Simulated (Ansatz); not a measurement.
Ca7Ge:

```xyz
8
Lattice="0.0000 5.2621 5.2621 5.2621 0.0000 5.2621 5.2621 5.2621 0.0000" Properties=species:S:1:pos:R:3 pbc="T T T"
Ge    0.0000    0.0000    0.0000
Ca    2.6310    2.6310    0.0000
Ca    2.6310    5.2621    2.6310
Ca    5.2621    2.6310    2.6310
Ca    0.0000    2.6310    2.6310
Ca    2.6310    0.0000    2.6310
Ca    5.2621    5.2621    5.2621
Ca    2.6310    2.6310    5.2621
```

The cell comes from a database or a generator and needn't be the stable form of this composition.

```yaml
Program: Ansatz 0.2.0
Task: single point
Functional: PBE
Potentials_or_basis: Ansatz PAW
Cutoff: "420 eV (not typed: the program's choice for these potentials)"
k_mesh: 5 × 5 × 5
Occupations: fermi-dirac, width 0.05 eV
Spin: no spin polarisation
```

On this cell: pressure 0.0 GPa; largest force zero by symmetry; band gap on the k mesh none (metal or under the smearing width).

The same run follows on a disturbed copy (atoms moved at random, drawn with an rms of 0.05 Å):

```
Ge Ca
1.0
     0.00000    5.26210    5.26210
     5.26210    0.00000    5.26210
     5.26210    5.26210    0.00000
Ge Ca
1 7
Direct
  0.00231 0.99220 0.00285
  0.99608 0.00637 0.50155
  0.50254 0.00411 0.50286
  0.99413 0.50932 0.49878
  0.50394 0.00470 0.99957
  0.00681 0.49756 0.99897
  0.50396 0.49756 0.50011
  0.49556 0.49854 0.00923
```

Q: What changes?

A: The energy (extrapolated to zero smearing) moves by +2.3 meV/atom; pressure 0.0 GPa; largest force 0.193 eV/Å; band gap on the k mesh none (metal or under the smearing width).

Forces on the atoms (eV/Å):
```
Ge   0.028  0.009 -0.025
Ca  -0.098  0.151  0.062
Ca  -0.008 -0.071 -0.168
Ca  -0.046  0.060  0.023
Ca  -0.055  0.121 -0.089
Ca   0.050 -0.111 -0.033
Ca   0.157 -0.089  0.069
Ca  -0.028 -0.071  0.161
```
